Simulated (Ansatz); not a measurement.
# C₃H₁₀Ge: up Jacob's ladder to CCSD(T)

One table from this session's results is given with a row withheld; the runs are named, their logs left out.

The runs use Ansatz 0.2.0, Gaussian basis; functionals in def2-TZVPP, the program's frozen cores in correlated methods.

Levels to be run: LDA (SPW92), PBE-D4, revPBE-D4, BLYP-D4, r2SCAN-D4, B97M-V, PBE0-D4, B3LYP-D4, r2SCANh-D4, r2SCAN0-D4, HSE06-D4, BHLYP-D4, CAM-B3LYP-D4, LC-ωPBE, ωB97X-V, ωB97M-V, B2PLYP, PBE-QIDH; CCSD(T)/def2-SVP; CCSD(T)/def2-TZVPP; MP2/def2-QZVPP; extrapolation to the limit; RPA on PBE.

## The geometry

All runs share one geometry, relaxed beforehand with PBE0-D4 in a triple-zeta def2 set.

14 atoms, charge 0, spin multiplicity 1.

Atoms are counted from 1 here; the program's logs count them from 0.

Bond lengths: C1–C2 1.523 Å, C1–H5 1.093 Å, C1–H6 1.095 Å, C1–H7 1.094 Å, C2–C3 1.523 Å, C2–Ge4 1.969 Å, C2–H8 1.096 Å, C3–H9 1.094 Å, C3–H10 1.093 Å, C3–H11 1.095 Å, Ge4–H12 1.541 Å, Ge4–H13 1.542 Å, Ge4–H14 1.541 Å. Angles: C2–C1–H5 112.1°, C2–C1–H6 110.8°, C2–C1–H7 111.2°, H5–C1–H6 107.6°, H5–C1–H7 107.6°, H6–C1–H7 107.2°, C1–C2–C3 111.7°, C1–C2–Ge4 110.8°, C1–C2–H8 108.8°, C3–C2–Ge4 110.8°, C3–C2–H8 108.8°, Ge4–C2–H8 105.7°, C2–C3–H9 111.2°, C2–C3–H10 112.1°, C2–C3–H11 110.8°, H9–C3–H10 107.6°, H9–C3–H11 107.2°, H10–C3–H11 107.6° and more.

The first run:

Input file in.yaml:

```yaml
crystal:
  periodic: [false, false, false]
  atoms:
    - {symbol: C, position_ang: [-0.746704, 1.014728, -0.867626]}
    - {symbol: C, position_ang: [-0.335735, 0.139149, 0.308210]}
    - {symbol: C, position_ang: [0.869714, 0.711121, 1.041573]}
    - {symbol: Ge, position_ang: [0.015523, -1.705744, -0.283096]}
    - {symbol: H, position_ang: [-1.634214, 0.630773, -1.376733]}
    - {symbol: H, position_ang: [-0.970274, 2.033874, -0.534206]}
    - {symbol: H, position_ang: [0.056053, 1.085027, -1.608227]}
    - {symbol: H, position_ang: [-1.175888, 0.070316, 1.008595]}
    - {symbol: H, position_ang: [1.743020, 0.767210, 0.384263]}
    - {symbol: H, position_ang: [1.147166, 0.108795, 1.910178]}
    - {symbol: H, position_ang: [0.663950, 1.727450, 1.394501]}
    - {symbol: H, position_ang: [0.394369, -2.599614, 0.913472]}
    - {symbol: H, position_ang: [1.185489, -1.709657, -1.287723]}
    - {symbol: H, position_ang: [-1.225470, -2.302828, -0.974281]}
basis:
  gaussian: {orbitals: def2-TZVPP}
hamiltonian: {xc: lda}
output: {orbitals: {seedname: orbitals}}
```

On the command line:

```
$ ansatz run in.yaml --threads 2 --pin off --events-out ev --progress --plain --max-ram 32768MiB --backend cpu
```

Steps of the session up to this table: LDA; PBE-D4 (GGA); revPBE-D4 (GGA); BLYP-D4 (GGA); r2SCAN-D4 (meta-GGA); B97M-V (meta-GGA); PBE0-D4 (hybrid); B3LYP-D4 (hybrid); r2SCANh-D4 (hybrid); r2SCAN0-D4 (hybrid); HSE06-D4 (hybrid); BHLYP-D4 (hybrid); CAM-B3LYP-D4 (range-separated); LC-ωPBE (range-separated); ωB97X-V (range-separated); ωB97M-V (range-separated); B2PLYP (double hybrid); PBE-QIDH (double hybrid).

One table of the session follows, with a row left open; its other results are not shown here.

It belongs to the step «Frontier levels by functional». 

| functional | HOMO (eV) | LUMO (eV) | gap (eV) |
| --- | --- | --- | --- |
| LDA (SPW92) | -6.81 | -0.26 | 6.55 |
| PBE-D4 | -6.72 | -0.02 | 6.70 |
| revPBE-D4 | -6.68 | 0.10 | 6.77 |
| BLYP-D4 | -6.62 | 0.01 | 6.63 |
| r2SCAN-D4 | -6.96 | 0.49 | 7.45 |
| B97M-V | -7.08 | 0.07 | 7.14 |
| PBE0-D4 | ? | ? | ? |
| B3LYP-D4 | -7.72 | 0.48 | 8.20 |
| r2SCANh-D4 | -7.40 | 0.74 | 8.13 |
| r2SCAN0-D4 | -8.06 | 1.09 | 9.16 |
| HSE06-D4 | -7.51 | 0.40 | 7.90 |
| BHLYP-D4 | -9.03 | 1.44 | 10.46 |
| CAM-B3LYP-D4 | -9.24 | 1.59 | 10.83 |
| LC-ωPBE | -10.54 | 2.84 | 13.38 |
| ωB97X-V | -10.22 | 2.63 | 12.85 |
| ωB97M-V | -10.08 | 2.29 | 12.37 |

Q: Estimate the row for PBE0-D4 from the others.

**Answer.** HOMO (eV): -7.91; LUMO (eV): 0.77; gap (eV): 8.67. In the column «HOMO (eV)» it lies between r2SCAN0-D4 (-8.06) and B3LYP-D4 (-7.72).
